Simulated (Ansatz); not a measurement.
# C3H8FNSi: two geometries relaxed

Are the two ends of the inversion of the pyramid at N6 separate minima, and which lies lower? Each is relaxed from a guess. SMILES of the start: CC=C(F)[SiH2]N.

Method: RKS PBE0/def2-mTZVP, in Ansatz 0.2.0.

**1. The structure to begin with**

Bond lengths: C1–C2 1.433 Å, C2–C3 1.323 Å, C3–F4 1.285 Å, C3–Si5 1.878 Å, Si5–N6 1.720 Å, C1–H7 1.074 Å, C1–H8 1.147 Å, C1–H9 1.079 Å, C2–H10 1.084 Å, Si5–H11 1.460 Å, Si5–H12 1.482 Å, N6–H13 1.033 Å, N6–H14 1.024 Å. Angles (14 of 21 angles, heavy atoms first): C1–C2–C3 121.9°, C2–C3–F4 122.7°, C2–C3–Si5 124.2°, F4–C3–Si5 113.1°, C3–Si5–N6 108.6°, C1–C2–H10 117.2°, C3–C2–H10 120.8°, C2–C1–H7 116.0°, C2–C1–H8 109.3°, C2–C1–H9 113.0°, C3–Si5–H11 111.6°, C3–Si5–H12 111.7°, N6–Si5–H11 106.6°, N6–Si5–H12 104.8°.

As a file:

```xyz
14

C    -2.0272    0.9560   -0.9202
C    -0.6340    0.6489   -0.7811
C    -0.2140   -0.4037   -0.0981
F    -1.0156   -1.1917    0.5254
Si    1.5922   -0.8699    0.1180
N     2.0227   -0.6506    1.7691
H    -2.7078    0.3009   -0.4085
H    -2.2215    2.0187   -0.5359
H    -2.3440    1.0187   -1.9498
H     0.0718    1.3201   -1.2568
H     1.8238   -2.2782   -0.1909
H     2.4866    0.0439   -0.6303
H     1.3741   -1.2392    2.3166
H     1.7800    0.2969    2.0713
```

**2. Relaxing end A**

input.yaml reads:

```yaml
crystal:
  periodic: [false, false, false]
  atoms:
    - { symbol: C, position_ang: [-2.0272, 0.956, -0.9202] }
    - { symbol: C, position_ang: [-0.634, 0.6489, -0.7811] }
    - { symbol: C, position_ang: [-0.214, -0.4037, -0.0981] }
    - { symbol: F, position_ang: [-1.0156, -1.1917, 0.5254] }
    - { symbol: Si, position_ang: [1.5922, -0.8699, 0.118] }
    - { symbol: "N", position_ang: [2.0227, -0.6506, 1.7691] }
    - { symbol: H, position_ang: [-2.7078, 0.3009, -0.4085] }
    - { symbol: H, position_ang: [-2.2215, 2.0187, -0.5359] }
    - { symbol: H, position_ang: [-2.344, 1.0187, -1.9498] }
    - { symbol: H, position_ang: [0.0718, 1.3201, -1.2568] }
    - { symbol: H, position_ang: [1.8238, -2.2782, -0.1909] }
    - { symbol: H, position_ang: [2.4866, 0.0439, -0.6303] }
    - { symbol: H, position_ang: [1.3741, -1.2392, 2.3166] }
    - { symbol: H, position_ang: [1.78, 0.2969, 2.0713] }
basis:
  gaussian: { orbitals: def2-mTZVP }
hamiltonian:
  xc: pbe0
relax:
  f_tol: 0.015
  max_steps: 40
output:
  orbitals: {}
```

Started as:

```sh
$ ansatz run input.yaml --threads 2 --pin off --max-ram 3072MiB --backend cpu --events-out ev --progress --plain --runs-dir out
```

The log of the run (excerpt; [...] marks lines left out):

```text
Warning: RAYON_NUM_THREADS=2 ignored (pool sized by the plan → 2); use --threads N
[...]
Functional definition: PBE0
[...]
1404 factors; integrals over basis functions are off by at most 5.9e-4 eV
[...]
mean field -15316.45006181 eV, -562.8691579086 hartree, gradient 3.8e-5 eV, S^2 0.000000; 0 other end points of the search recorded, 0 dependent functions left out
[...]
reference -15316.45009774 eV, -562.8691592293 hartree; 28, 28 occupied and 113, 113 virtual orbitals, 1404 factors
relax step   1: F+E_penalty+E_count = -15316.45006181 eV  Δ(F+E_penalty+E_count) = +0.000e0 eV  max|allowed force component| = 3.389e0 eV/Å  Δτ_max = 0.0000 Å  (28 SCF iters, accepted)
[...]
relax step   3: F+E_penalty+E_count = -15316.92600441 eV  Δ(F+E_penalty+E_count) = -9.802e-2 eV  max|allowed force component| = 6.526e-1 eV/Å  Δτ_max = 0.1853 Å  (31 SCF iters, accepted)
[...]
relax step   5: F+E_penalty+E_count = -15316.95971665 eV  Δ(F+E_penalty+E_count) = -1.182e-2 eV  max|allowed force component| = 2.042e-1 eV/Å  Δτ_max = 0.0654 Å  (31 SCF iters, accepted)
[...]
relax step   7: F+E_penalty+E_count = -15316.96654772 eV  Δ(F+E_penalty+E_count) = -1.526e-3 eV  max|allowed force component| = 5.753e-2 eV/Å  Δτ_max = 0.0287 Å  (31 SCF iters, accepted)
[...]
relax step   9: F+E_penalty+E_count = -15316.96711230 eV  Δ(F+E_penalty+E_count) = -1.462e-4 eV  max|allowed force component| = 1.355e-2 eV/Å  Δτ_max = 0.0161 Å  (24 SCF iters, accepted)
[...]
reference -15316.96728498 eV, -562.8881655096 hartree; 28, 28 occupied and 113, 113 virtual orbitals, 1404 factors
Total energy: -15316.96728498 eV, -562.8881655096 hartree
Atom 0 at    -2.131708     1.026596    -1.061588 Å, force     0.008545    -0.000408     0.005534 eV/Å
Atom 1 at    -0.705787     0.666486    -0.829356 Å, force    -0.008370     0.001412    -0.003346 eV/Å
Atom 2 at    -0.257977    -0.321363    -0.060288 Å, force     0.006625     0.005218     0.012655 eV/Å
Atom 3 at    -1.162890    -1.097816     0.610128 Å, force     0.004260    -0.002378    -0.008847 eV/Å
Atom 4 at     1.542099    -0.792892     0.226518 Å, force    -0.003796    -0.000675     0.001996 eV/Å
Atom 5 at     2.094590    -0.730667     1.855210 Å, force    -0.000274    -0.002978     0.005892 eV/Å
Atom 6 at    -2.806163     0.367060    -0.517120 Å, force    -0.000005     0.001034     0.000052 eV/Å
Atom 7 at    -2.327949     2.056373    -0.747643 Å, force    -0.001585    -0.001453    -0.001813 eV/Å
Atom 8 at    -2.377415     0.968929    -2.126210 Å, force    -0.000384     0.000622     0.000035 eV/Å
Atom 9 at     0.052840     1.258851    -1.334095 Å, force    -0.000371    -0.003737    -0.003049 eV/Å
Atom 10 at     1.744041    -2.195232    -0.220154 Å, force    -0.001642     0.000263     0.000412 eV/Å
Atom 11 at     2.313201     0.165164    -0.609434 Å, force    -0.001179     0.000773    -0.002121 eV/Å
Atom 12 at     1.957286    -1.528666     2.457943 Å, force    -0.000136     0.009518    -0.004946 eV/Å
Atom 13 at     2.052931     0.127978     2.384889 Å, force    -0.001687    -0.007211    -0.002455 eV/Å
Dipole moment:    -0.010277     0.258688     0.076541 e Å
```

Run time: 21 s. Hardware: 2 threads of AMD EPYC 9R45 (Zen 5), shared host; peak memory 0.4 GiB.

Step by step:

```csv
step,energy from step 1 (eV),largest force component (eV/Å)
1,0.0000,3.3894
2,-0.3779,1.6002
3,-0.4759,0.6526
4,-0.4978,0.3491
5,-0.5097,0.2042
6,-0.5150,0.1360
7,-0.5165,0.0575
8,-0.5169,0.0356
9,-0.5171,0.0136
10,-0.5172,0.0148
11,-0.5172,0.0127
```

Step 1 is the start.

After: Bond lengths: C1–C2 1.489 Å, C2–C3 1.330 Å, C3–F4 1.368 Å, C3–Si5 1.883 Å, Si5–N6 1.721 Å, C1–H7 1.089 Å, C1–H8 1.094 Å, C1–H9 1.094 Å, C2–H10 1.087 Å, Si5–H11 1.486 Å, Si5–H12 1.487 Å, N6–H13 1.009 Å, N6–H14 1.010 Å. Angles (14 of 21 angles, heavy atoms first): C1–C2–C3 126.3°, C2–C3–F4 118.8°, C2–C3–Si5 126.6°, F4–C3–Si5 114.6°, C3–Si5–N6 116.2°, C1–C2–H10 117.7°, C3–C2–H10 116.0°, C2–C1–H7 111.6°, C2–C1–H8 110.8°, C2–C1–H9 110.7°, C3–Si5–H11 108.7°, C3–Si5–H12 104.4°, N6–Si5–H11 106.0°, N6–Si5–H12 110.0°.

**3. Relaxing end B**

The second end starts from a geometry with the move made by hand.

input.yaml: that of step 2 with these lines changed.

```diff
@@ -15,4 +15,4 @@
     - { symbol: H, position_ang: [2.4866, 0.0439, -0.6303] }
-    - { symbol: H, position_ang: [1.3741, -1.2392, 2.3166] }
-    - { symbol: H, position_ang: [1.78, 0.2969, 2.0713] }
+    - { symbol: H, position_ang: [2.47473, -1.52985, 2.06823] }
+    - { symbol: H, position_ang: [2.78138, 0.03246, 1.84533] }
 basis:
@@ -24,3 +24 @@
   max_steps: 40
-output:
-  orbitals: {}
```

Started as:

```sh
$ ansatz run input.yaml --threads 2 --pin off --max-ram 3072MiB --backend cpu --events-out ev --progress --plain --runs-dir out
```

The log of the run (excerpt; [...] marks lines left out):

```text
Warning: RAYON_NUM_THREADS=2 ignored (pool sized by the plan → 2); use --threads N
[...]
[... 1 set-up line as earlier in the session ...]
[...]
1404 factors; integrals over basis functions are off by at most 5.9e-4 eV
[...]
mean field -15316.38572596 eV, -562.8667936098 hartree, gradient 4.6e-5 eV, S^2 0.000000; 0 other end points of the search recorded, 0 dependent functions left out
[...]
reference -15316.38576173 eV, -562.8667949242 hartree; 28, 28 occupied and 113, 113 virtual orbitals, 1404 factors
relax step   1: F+E_penalty+E_count = -15316.38572596 eV  Δ(F+E_penalty+E_count) = +0.000e0 eV  max|allowed force component| = 3.340e0 eV/Å  Δτ_max = 0.0000 Å  (28 SCF iters, accepted)
[...]
relax step   4: F+E_penalty+E_count = -15316.86981272 eV  Δ(F+E_penalty+E_count) = +9.561e-3 eV  max|allowed force component| = 7.116e-1 eV/Å  Δτ_max = 0.2000 Å  (30 SCF iters, rejected (line search))
[...]
relax step   7: F+E_penalty+E_count = -15316.93732540 eV  Δ(F+E_penalty+E_count) = -6.721e-3 eV  max|allowed force component| = 5.797e-1 eV/Å  Δτ_max = 0.0720 Å  (31 SCF iters, accepted)
[...]
relax step  10: F+E_penalty+E_count = -15316.94089489 eV  Δ(F+E_penalty+E_count) = -3.340e-3 eV  max|allowed force component| = 2.843e-1 eV/Å  Δτ_max = 0.0978 Å  (31 SCF iters, accepted)
[...]
relax step  11: F+E_penalty+E_count = -15316.94254653 eV  Δ(F+E_penalty+E_count) = -1.652e-3 eV  max|allowed force component| = 3.006e-1 eV/Å  Δτ_max = 0.1000 Å  (31 SCF iters, accepted)
[...]
relax step  12: F+E_penalty+E_count = -15316.95326964 eV  Δ(F+E_penalty+E_count) = -1.072e-2 eV  max|allowed force component| = 4.728e-1 eV/Å  Δτ_max = 0.1205 Å  (30 SCF iters, accepted)
[...]
1404 factors; integrals over basis functions are off by at most 9.8e-4 eV
[...]
```

**4. The output, continued: end point B relaxed**

The log, continued (excerpt; [...] marks lines left out):

```text
mean field -15316.95942715 eV, -562.8878767396 hartree, gradient 1.3e-5 eV, S^2 0.000000; 0 other end points of the search recorded, 0 dependent functions left out
[...]
reference -15316.95946362 eV, -562.8878780800 hartree; 28, 28 occupied and 113, 113 virtual orbitals, 1404 factors
relax step  13: F+E_penalty+E_count = -15316.95942715 eV  Δ(F+E_penalty+E_count) = -6.158e-3 eV  max|allowed force component| = 2.128e-1 eV/Å  Δτ_max = 0.1994 Å  (30 SCF iters, accepted)
[...]
relax step  18: F+E_penalty+E_count = -15316.96725829 eV  Δ(F+E_penalty+E_count) = -9.399e-5 eV  max|allowed force component| = 1.519e-2 eV/Å  Δτ_max = 0.0063 Å  (24 SCF iters, accepted)
[...]
relax step  19: F+E_penalty+E_count = -15316.96727422 eV  Δ(F+E_penalty+E_count) = -1.593e-5 eV  max|allowed force component| = 1.570e-3 eV/Å  Δτ_max = 0.0032 Å  (24 SCF iters, accepted)
[...]
Atom 4 at     1.702037    -0.840470     0.063076 Å, force     0.000931    -0.000945    -0.000190 eV/Å
Atom 5 at     2.387284    -0.782642     1.640800 Å, force    -0.000039    -0.000217    -0.001269 eV/Å
Atom 6 at    -2.686181     0.343905    -0.313232 Å, force     0.000279     0.000175    -0.000274 eV/Å
Atom 7 at    -2.220562     2.030241    -0.586272 Å, force     0.000530    -0.000187    -0.000181 eV/Å
Atom 8 at    -2.391321     0.941467    -1.953668 Å, force    -0.000064    -0.000462     0.000122 eV/Å
Atom 9 at     0.098533     1.220104    -1.368485 Å, force     0.000811     0.000154    -0.000382 eV/Å
Atom 10 at     1.857788    -2.243740    -0.398891 Å, force    -0.000163     0.000256     0.000608 eV/Å
Atom 11 at     2.406325     0.113324    -0.834562 Å, force    -0.000185     0.000283     0.000497 eV/Å
Atom 12 at     2.295212    -1.580833     2.251509 Å, force    -0.000245    -0.000421     0.000337 eV/Å
Atom 13 at     2.389362     0.074890     2.173669 Å, force     0.000063     0.000545     0.000256 eV/Å
Dipole moment:    -0.004680     0.258521     0.076995 e Å
```

Wall time 36 s (2 threads of AMD EPYC 9R45 (Zen 5), shared host); peak memory 0.4 GiB.

Relaxation path:

```csv
step,energy from step 1 (eV),largest force component (eV/Å)
1,0.0000,3.3403
2,-0.3939,1.5249
3,-0.4936,0.4879
4x,-0.4841,0.7116
5,-0.5019,1.5305
6,-0.5449,0.5546
7,-0.5516,0.5797
8,-0.5518,0.5785
9x,-0.4810,1.9836
10,-0.5552,0.2843
11,-0.5568,0.3006
12,-0.5675,0.4728
13,-0.5737,0.2128
14x,-0.5545,0.3231
15,-0.5800,0.0638
16,-0.5810,0.0671
17,-0.5814,0.0341
18,-0.5815,0.0152
19,-0.5815,0.0016
```

Step 1 is the start. 3 steps were tried and not accepted (marked x).

After: Bond lengths: C1–C2 1.489 Å, C2–C3 1.330 Å, C3–F4 1.368 Å, C3–Si5 1.882 Å, Si5–N6 1.721 Å, C1–H7 1.089 Å, C1–H8 1.094 Å, C1–H9 1.094 Å, C2–H10 1.087 Å, Si5–H11 1.486 Å, Si5–H12 1.487 Å, N6–H13 1.009 Å, N6–H14 1.010 Å. Angles (14 of 21 angles, heavy atoms first): C1–C2–C3 126.3°, C2–C3–F4 118.8°, C2–C3–Si5 126.6°, F4–C3–Si5 114.5°, C3–Si5–N6 116.2°, C1–C2–H10 117.7°, C3–C2–H10 116.0°, C2–C1–H7 111.6°, C2–C1–H8 110.8°, C2–C1–H9 110.7°, C3–Si5–H11 108.7°, C3–Si5–H12 104.4°, N6–Si5–H11 106.0°, N6–Si5–H12 110.1°.

**5. What came out**

| quantity | value |
| --- | --- |
| end A | 10 moves, 0.517 eV lower |
| end B | 15 moves, 0.582 eV lower |
| largest difference between the ends | 0.01 Å |
| end B relative to end A | -0.000 eV |

Both starts fell into the same minimum (no atom differs by more than 0.01 Å), so from this start no second minimum was found and no band was run; another arrangement could still be one.
